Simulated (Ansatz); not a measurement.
**Ca: response to a stretch of c alone**

One table from this session's results is given with a row withheld; the runs are named, their logs left out.

Computed with Ansatz 0.2.0 (DFT PBEsol, scalar-relativistic, plane waves, PAW, unless a step's input says otherwise).

## The structure to begin with

Symmetry: Immm, No. 71, orthorhombic system. Conventional cell: a = 4.193 Å, b = 4.203 Å, c = 4.891 Å, α = 90.00°, β = 90.00°, γ = 90.00°. Around Ca (site symmetry mmm) lie 12 Ca at 3.85 to 4.20 Å.

As a file:

```
CELL_PARAMETERS angstrom
-2.09649 2.10173 2.44535
2.09649 -2.10173 2.44535
2.09649 2.10173 -2.44535
ATOMIC_POSITIONS crystal
Ca 0.50000 0.50000 0.00000
```

The structure comes from the Materials Project (structure only).

Set-up of the first run:

(A quick probe on a coarse mesh, which set the mesh and smearing, is not shown.)

Input file input.yaml:

```yaml
crystal:
  lattice:
    - [-2.09648746, 2.10173181, 2.44535246]
    - [2.09648746, -2.10173181, 2.44535246]
    - [2.09648746, 2.10173181, -2.44535246]
  atoms:
    - { symbol: Ca, position: [0.5, 0.5, 0.0] }
basis:
  ecutwfc: 420
kpoints:
  mp_grid: { grid: [14, 14, 14] }
hamiltonian:
  xc: pbesol
scf:
  occupations: { method: gaussian, width: 0.1 }
output:
  forces: true
  stress: true
  eigenvalues: true
relax:
  adjacent_minimum: "off"
  f_tol: 0.005
  max_steps: 80
  cell: { stress_tol: 0.05 }
```

Among the steps run: The relaxation; Reference cell for the strains; At -1.5 %; Strain +1.5 %; The cell strained by -3.0 %; The cell strained by +3.0 %; The cell strained by -4.5 %; Strain +4.5 %.

One of the session's tables, all rows but one given; the rest of the session is left out.

Lengths are those of the vectors of the cell that was run; stresses in GPa:

```
strain (%)  ΔE (meV/atom)  c (Å)
      -4.5            5.3  5.203
      -3.0              ?      ?
      -1.5            0.5  5.367
      +0.0            0.0  5.448
      +1.5            0.8  5.530
      +3.0            2.8  5.612
      +4.5            6.0  5.693
```

**Question.** Estimate the row for strain (%) = -3.0.

Worked estimate for «ΔE (meV/atom)». A straight line through the neighbours (-4.5, 5.3) and (-1.5, 0.5) gives 5.3 + (0.5 − 5.3) × (-3.0 + 4.5) / (-1.5 + 4.5) = 2.9; a parabola fitted to 3 rows on both sides gives 2.3.

**Answer.** ΔE (meV/atom): 2.2; c (Å): 5.285. In «ΔE (meV/atom)» the line misses by +0.7 and the parabola by +0.1.

ΔE is over the unstrained cell. Stress in GPa, positive in compression, on the Cartesian axes of the input. 
